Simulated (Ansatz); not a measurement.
# CH5AlCl2S: how energies converge with the basis set

An exercise on one series of results from a longer session: the logs are not shown, and one member is left open.

Computed with Ansatz 0.2.0, Gaussian basis. Level: one geometry, several basis sets.

Levels to be run: PBE0-D4/def2-SVP; ωB97M-V/def2-SVP; PBE0-D4/def2-QZVPP; ωB97M-V/def2-QZVPP; the functionals' def2-TZVPP values are taken from earlier runs.

## The geometry

All runs share one geometry, relaxed beforehand with PBE0-D4 in a triple-zeta def2 set.

SMILES `[CH3][Al-]([SH2+])([Cl])[Cl]`, 10 atoms, charge 0, spin multiplicity 1.

Atoms are counted from 1 here; the program's logs count them from 0.

Bond lengths: C1–Al2 1.941 Å, C1–H6 1.094 Å, C1–H7 1.094 Å, C1–H8 1.094 Å, Al2–S3 2.514 Å, Al2–Cl4 2.121 Å, Al2–Cl5 2.122 Å, S3–H9 1.345 Å, S3–H10 1.345 Å. Angles: Al2–C1–H6 111.9°, Al2–C1–H7 112.0°, Al2–C1–H8 110.0°, H6–C1–H7 108.4°, H6–C1–H8 107.1°, H7–C1–H8 107.1°, C1–Al2–S3 104.8°, C1–Al2–Cl4 118.5°, C1–Al2–Cl5 118.6°, S3–Al2–Cl4 95.9°, S3–Al2–Cl5 95.4°, Cl4–Al2–Cl5 116.0°, Al2–S3–H9 98.0°, Al2–S3–H10 97.6°, H9–S3–H10 93.1°.

The first run:

File in.yaml:

```yaml
crystal:
  periodic: [false, false, false]
  atoms:
    - {symbol: C, position_ang: [-1.271563, 0.168987, 0.679157]}
    - {symbol: Al, position_ang: [-0.154446, 0.323167, -0.901000]}
    - {symbol: S, position_ang: [2.080026, -0.591361, -0.200029]}
    - {symbol: Cl, position_ang: [-0.458908, -1.043470, -2.494801]}
    - {symbol: Cl, position_ang: [0.576012, 2.239216, -1.447437]}
    - {symbol: H, position_ang: [-1.384839, -0.870715, 0.999059]}
    - {symbol: H, position_ang: [-0.876892, 0.748335, 1.518582]}
    - {symbol: H, position_ang: [-2.274952, 0.551403, 0.467883]}
    - {symbol: H, position_ang: [1.639075, -1.688206, 0.441888]}
    - {symbol: H, position_ang: [2.209587, 0.111444, 0.939599]}
basis:
  gaussian: {orbitals: def2-SVP}
hamiltonian: {xc: pbe0, dispersion: d4}
output: {orbitals: {seedname: orbitals}}
```

Started as:

```console
$ ansatz run in.yaml --threads 4 --pin off --events-out ev --progress --plain --max-ram 10444MiB
```

Among the steps run: PBE0-D4 in def2-SVP; ωB97M-V in def2-SVP; PBE0-D4 in def2-QZVPP; ωB97M-V in def2-QZVPP.

One table of the session follows, with a row left open; its other results are not shown here.

It belongs to the step «Functionals by basis». 

```
functional       basis  HOMO (eV)
   PBE0-D4    def2-SVP      -8.02
   PBE0-D4  def2-TZVPP      -8.13
   PBE0-D4  def2-QZVPP      -8.16
   ωB97M-V    def2-SVP          ?
   ωB97M-V  def2-TZVPP     -10.33
   ωB97M-V  def2-QZVPP     -10.37
```

Estimate the missing values for ωB97M-V, def2-SVP.

**Answer.** HOMO (eV): -10.20. In the column «HOMO (eV)» it lies between ωB97M-V, def2-TZVPP (-10.33) and PBE0-D4, def2-QZVPP (-8.16).
